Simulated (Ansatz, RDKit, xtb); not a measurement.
**C6H10O: ranking a sample of isomers**

Which of a sample of isomers of C6H10O is the most stable in the gas at 298.15 K, and what are its properties? The sample is small against all isomers, and the most stable one of this formula need not be in it.

The funnel: GFN2-xTB relaxations, single points with a density functional, relaxations at PBE0-D3(BJ)/def2-SVP, harmonic vibrations (at GFN2-xTB), and a last energy at a higher level. All values are calculated.

### Step 1. Drawing up candidates

Isomers were taken from a list of plausible structures; this is a sample, not all of them. That gives 3 candidates.

```
label             SMILES     spin
 c017  C[C@@H]1CC=C(O)C1  singlet
 c328  C[C@@H]1C=C(O)CC1  singlet
 c339  C[C@@H]1CCC(=O)C1  singlet
```

Candidates are built by distance geometry, with a force field where one applies, in up to four conformers (letters a to d).

**Question.** With final energies at CCSD(T)/def2-SVP + MP2/def2-TZVPP - MP2/def2-SVP, which structure will this search put lowest in free energy, and by what margin?

| quantity | value |
| --- | --- |
| lowest structure found | C[C@@H]1CCC(=O)C1, singlet |
| next finalist | C[C@@H]1C=C(O)CC1, singlet, 11.4 kcal/mol higher in G |
| share at equilibrium, among the finalists | 100.0 % |

`C[C@@H]1CCC(=O)C1` comes out lowest. Among the finalists first place is clear (11.4 kcal/mol); structures outside the list aren't covered. GFN2-xTB, HF/STO-3G, r2SCAN-D4/def2-SVP, PBE0-D3(BJ)/def2-SVP, HF/def2-SVP and MP2/def2-SVP already put its bonding pattern lowest among the structures in one piece. One minimum inside the window was never screened. The search is not exhaustive (a finite list of starts, one conformer a finalist), so a lower isomer can't be ruled out. Only 3 drawn patterns were tried, so whole families of isomers are missing, and the result ranks this sample alone.
